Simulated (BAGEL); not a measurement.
# AlSiH4Cl (SMILES [SiH3][AlH][Cl]) at HF/aug-cc-pVDZ (density fitting with qzvpp-jkfit)

What is the electronic atomisation energy of AlSiH4Cl at HF/aug-cc-pVDZ (density fitting with qzvpp-jkfit)? 

The results are computed with BAGEL 1.2.2.

20 further runs of the same task are left out: 20 set aside as unsound or not needed.

## (1) The structure to begin with

AlSiH4Cl has 7 atoms, charge 0, and is taken as a singlet. As SMILES, `[SiH3][AlH][Cl]`. The shape is that of a PBE0-D4/def2-TZVP optimisation.

Bond lengths: Si1–Al2 2.446 Å, Al2–Cl3 2.104 Å, Si1–H4 1.490 Å, Si1–H5 1.490 Å, Si1–H6 1.489 Å, Al2–H7 1.581 Å. Angles: Si1–Al2–Cl3 116.2°, Si1–Al2–H7 127.5°, Cl3–Al2–H7 116.3°, Al2–Si1–H4 110.2°, Al2–Si1–H5 110.2°, Al2–Si1–H6 112.2°, H4–Si1–H5 107.8°, H4–Si1–H6 108.2°, H5–Si1–H6 108.1°.

## (2) A single-point energy at HF/aug-cc-pVDZ (density fitting with qzvpp-jkfit)

input.json

```json
{ "bagel": [

{
  "title": "molecule",
  "basis": "aug-cc-pvdz.json",
  "df_basis": "qzvpp-jkfit",
  "angstrom": true,
  "geometry": [
    { "atom": "Si", "xyz": [   -0.861200,    0.582500,   -0.311200 ] },
    { "atom": "Al", "xyz": [    1.094800,   -0.612400,    0.543100 ] },
    { "atom": "Cl", "xyz": [    1.783400,   -2.223100,   -0.622900 ] },
    { "atom": "H", "xyz": [   -2.012700,   -0.351800,   -0.455300 ] },
    { "atom": "H", "xyz": [   -0.567600,    1.154700,   -1.655100 ] },
    { "atom": "H", "xyz": [   -1.276600,    1.696100,    0.586300 ] },
    { "atom": "H", "xyz": [    1.901100,   -0.314000,    1.869500 ] }
  ]
},
{
  "title": "hf"
},
{
  "title": "print",
  "file": "orbitals.molden",
  "orbitals": true
}

]}
```

The basis set aug-cc-pVDZ is read from a file made from the Basis Set Exchange's data (not shown).

Started as:

```
$ BAGEL_NUM_THREADS=1 BAGEL input.json > input.out
```

Standard output:

```text
* using 1 threads per process

  ===============================================================
  ===============================================================

  *** Geometry ***

[... 20 lines left out ...]
  === Nuclear Repulsion ===
   164.9899178917

      * DIIS with orbital gradients will be used.

  === RHF iteration (aug-cc-pvdz.json) ===
      0       -992.62112982          0.00895338           0.09
      1       -992.73089322          0.00337354           0.08
      2       -992.74480042          0.00103471           0.08
[... 8 lines of this table left out ...]
     11       -992.74630167          0.00000001           0.08
    * SCF iteration converged.

    * Permanent dipole moment:
           (    0.213165,    -0.470704,    -0.327298) a.u.

    * METHOD: HF                                   1.17

    * METHOD: PRINT                                0.02

  ===============================================================
```

It took 1.8 s on 1 thread of Intel Xeon 6975P-C (Granite Rapids), shared host; peak memory 0.15 GiB.

## (3) The Al atom at the same level

job.json

```json
{ "bagel": [

{
  "title": "molecule",
  "basis": "aug-cc-pvdz.json",
  "df_basis": "qzvpp-jkfit",
  "angstrom": true,
  "geometry": [
    { "atom": "Al", "xyz": [    0.000000,    0.000000,    0.000000 ] }
  ]
},
{ "title": "uhf", "nopen": 1 },
{ "title": "print", "file": "orbitals.molden", "orbitals": true }

]}
```

The basis set aug-cc-pVDZ is read from a file made from the Basis Set Exchange's data (not shown).

Run the same way, it converges to -241.87416 Eh (log not shown).

## (4) The Cl atom at the same level

job.json

```json
{ "bagel" : [

{
  "title" : "molecule",
  "basis" : "aug-cc-pvdz.json",
  "df_basis" : "qzvpp-jkfit",
  "angstrom" : true,
  "geometry" : [
    { "atom" : "Cl", "xyz" : [    0.000000,    0.000000,    0.000000 ] }
  ]
},
{
  "title" : "uhf",
  "nopen" : 1
},
{
  "title" : "print",
  "file" : "orbitals.molden",
  "orbitals" : true
}

]}
```

The basis set aug-cc-pVDZ is read from a file made from the Basis Set Exchange's data (not shown).

Started as:

```
$ BAGEL_NUM_THREADS=1 BAGEL job.json > job.out
```

Standard output:

```text
* using 1 threads per process

  ===============================================================
  ===============================================================

  *** Geometry ***

  { "atom" : "Cl", "xyz" : [      0.000000,      0.000000,      0.000000 ] },

  Number of auxiliary basis functions:      128

  Since a DF basis is specified, we compute 2- and 3-index integrals:
    o Being stored without compression. Storage requirement is 0.001 GB

  Number of basis functions:       27
  Number of electrons      :       17

    * METHOD: MOLECULE                             0.01

  *** Open-shell HF ***

  === Nuclear Repulsion ===
     0.0000000000

      * DIIS with orbital gradients will be used.

  === UHF iteration (aug-cc-pvdz.json) ===
      0       -459.45669795          0.01072797           0.00
      1       -459.47163813          0.00305503           0.00
      2       -459.47266746          0.00063473           0.00
      3       -459.47276500          0.00020401           0.00
      4       -459.47277697          0.00003770           0.00
      5       -459.47277745          0.00000227           0.00
      6       -459.47277746          0.00000021           0.00
      7       -459.47277746          0.00000009           0.00
      8       -459.47277746          0.00000003           0.00
      9       -459.47277746          0.00000001           0.00
    * SCF iteration converged.

    * S^2 (UHF) is 0.7572

    * Permanent dipole moment:
           (   -0.000000,     0.000000,    -0.000000) a.u.

    * METHOD: UHF                                  0.03

    * METHOD: PRINT                                0.00

  ===============================================================
```

It took 0.36 s on 1 thread of Intel Xeon 6975P-C (Granite Rapids), shared host; peak memory 0.078 GiB.

## (5) The H atom, same level

hf.json

```json
{ "bagel" : [

{
  "title" : "molecule",
  "basis" : "aug-cc-pvdz.json",
  "df_basis" : "qzvpp-jkfit",
  "angstrom" : "true",
  "geometry" : [
    { "atom" : "H", "xyz" : [    0.000000,    0.000000,    0.000000 ] }
  ]
},
{ "title" : "uhf", "charge" : 0, "nopen" : 1 },
{ "title" : "print", "file" : "orbitals.molden", "orbitals" : "true" }

]}
```

The basis set aug-cc-pVDZ is read from a file made from the Basis Set Exchange's data (not shown).

Run the same way, it converges to -0.49933 Eh (log not shown).

## (6) The Si atom

calc.json

```json
{ "bagel" : [

{
  "title" : "molecule",
  "basis" : "aug-cc-pvdz.json",
  "df_basis" : "qzvpp-jkfit",
  "angstrom" : true,
  "geometry" : [
    { "atom" : "Si", "xyz" : [       0.000000,       0.000000,       0.000000 ] }
  ]
},

{
  "title" : "uhf",
  "nopen" : 2
},

{
  "title" : "print",
  "file" : "orbitals.molden",
  "orbitals" : true
}

]}
```

The basis set aug-cc-pVDZ is read from a file made from the Basis Set Exchange's data (not shown).

Run the same way, it converges to -288.85094 Eh (log not shown).

## (7) Summary of results

At HF/aug-cc-pVDZ (density fitting with qzvpp-jkfit):

| quantity | value |
| --- | --- |
| molecule: total energy | -992.74630 Eh |
| molecule: dipole moment | 1.55 D |
| molecule: HOMO energy | -10.39 eV |
| molecule: LUMO energy | 0.43 eV |
| molecule: HOMO–LUMO gap | 10.82 eV |
| Al atom: total energy | -241.87416 Eh |
| Al atom: dipole moment | 0.00 D |
| Al atom: ⟨S²⟩ | 0.768 |
| Cl atom: total energy | -459.47278 Eh |
| Cl atom: dipole moment | 0.00 D |
| Cl atom: ⟨S²⟩ | 0.757 |
| H atom: total energy | -0.49933 Eh |
| H atom: dipole moment | 0.00 D |
| H atom: ⟨S²⟩ | 0.750 |
| Si atom: total energy | -288.85094 Eh |
| Si atom: dipole moment | 0.00 D |
| Si atom: ⟨S²⟩ | 2.014 |
| electronic atomisation energy | 14.996 eV |

In words: Taking the molecule apart into free atoms costs 15.00 eV (1447 kJ/mol), before zero-point energy and without spin-orbit coupling. Hartree–Fock lacks the correlation of the bonding pairs, which as a rule makes this value much too low; in minimal bases other errors can mask that.
